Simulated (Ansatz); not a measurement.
**C₂H₉N₂V: how energies converge with the basis set**

Aim: see how fast density functionals converge with the basis set for C₂H₉N₂V.

Computed with Ansatz 0.2.0, Gaussian basis. Level: one geometry, several basis sets.

Plan: PBE0-D4/def2-SVP; ωB97M-V/def2-SVP; PBE0-D4/def2-QZVPP; ωB97M-V/def2-QZVPP; the functionals' def2-TZVPP values are taken from earlier runs.

**1. Structure used throughout**

An earlier PBE0-D4 in a triple-zeta def2 set relaxation fixed the geometry.

SMILES `[CH3][V]([CH3])(=[NH])[NH2]`, 14 atoms, charge 0, spin multiplicity 1.

Atoms are counted from 1 here; the program's logs count them from 0.

Bond lengths: C1–V2 2.019 Å, C1–H6 1.097 Å, C1–H7 1.091 Å, C1–H8 1.095 Å, V2–C3 2.019 Å, V2–N4 1.607 Å, V2–N5 1.824 Å, C3–H9 1.095 Å, C3–H10 1.091 Å, C3–H11 1.097 Å, N4–H12 1.010 Å, N5–H13 1.007 Å, N5–H14 1.013 Å. Angles: V2–C1–H6 107.6°, V2–C1–H7 113.1°, V2–C1–H8 108.2°, H6–C1–H7 109.4°, H6–C1–H8 109.3°, H7–C1–H8 109.0°, C1–V2–C3 110.2°, C1–V2–N4 107.0°, C1–V2–N5 111.9°, C3–V2–N4 107.1°, C3–V2–N5 111.9°, N4–V2–N5 108.6°, V2–C3–H9 108.2°, V2–C3–H10 113.1°, V2–C3–H11 107.7°, H9–C3–H10 109.0°, H9–C3–H11 109.3°, H10–C3–H11 109.4° and more.

**2. PBE0-D4 in def2-SVP**

The input, in.yaml:

```yaml
crystal:
  periodic: [false, false, false]
  atoms:
    - {symbol: C, position_ang: [-1.844426, 0.196914, -0.201913]}
    - {symbol: V, position_ang: [0.152184, 0.264673, 0.089546]}
    - {symbol: C, position_ang: [0.861257, -1.581552, 0.495260]}
    - {symbol: N, position_ang: [0.406837, 1.165117, 1.396147]}
    - {symbol: N, position_ang: [1.018957, 1.030199, -1.321523]}
    - {symbol: H, position_ang: [-2.027247, -0.378048, -1.118620]}
    - {symbol: H, position_ang: [-2.297106, 1.184776, -0.296656]}
    - {symbol: H, position_ang: [-2.297414, -0.322899, 0.648546]}
    - {symbol: H, position_ang: [0.263513, -2.006578, 1.308127]}
    - {symbol: H, position_ang: [1.911696, -1.581570, 0.789091]}
    - {symbol: H, position_ang: [0.734364, -2.192894, -0.407241]}
    - {symbol: H, position_ang: [0.554674, 1.721247, 2.226205]}
    - {symbol: H, position_ang: [1.575224, 1.869768, -1.340122]}
    - {symbol: H, position_ang: [0.974386, 0.601445, -2.238147]}
basis:
  gaussian: {orbitals: def2-SVP}
hamiltonian: {xc: pbe0, dispersion: d4}
output: {orbitals: {seedname: orbitals}}
```

Launch:

```bash
ansatz run in.yaml --threads 4 --pin off --events-out ev --progress --plain --max-ram 11315MiB
```

The runs that follow: ωB97M-V in def2-SVP; PBE0-D4 in def2-QZVPP; ωB97M-V in def2-QZVPP.

**Question.** What will the summary of the whole plan be? Wanted: PBE0-D4: double and triple zeta above quadruple; ωB97M-V: double and triple zeta above quadruple.

**Answer**, as computed:

```
                                       quantity           value
PBE0-D4: double and triple zeta above quadruple  10.41, 0.82 eV
ωB97M-V: double and triple zeta above quadruple  10.66, 0.78 eV
```

For PBE0-D4 the step from double to triple zeta gains 9.59 eV and the next only 0.82 eV. Total energies overstate the basis error of differences, where much of it tends to cancel.
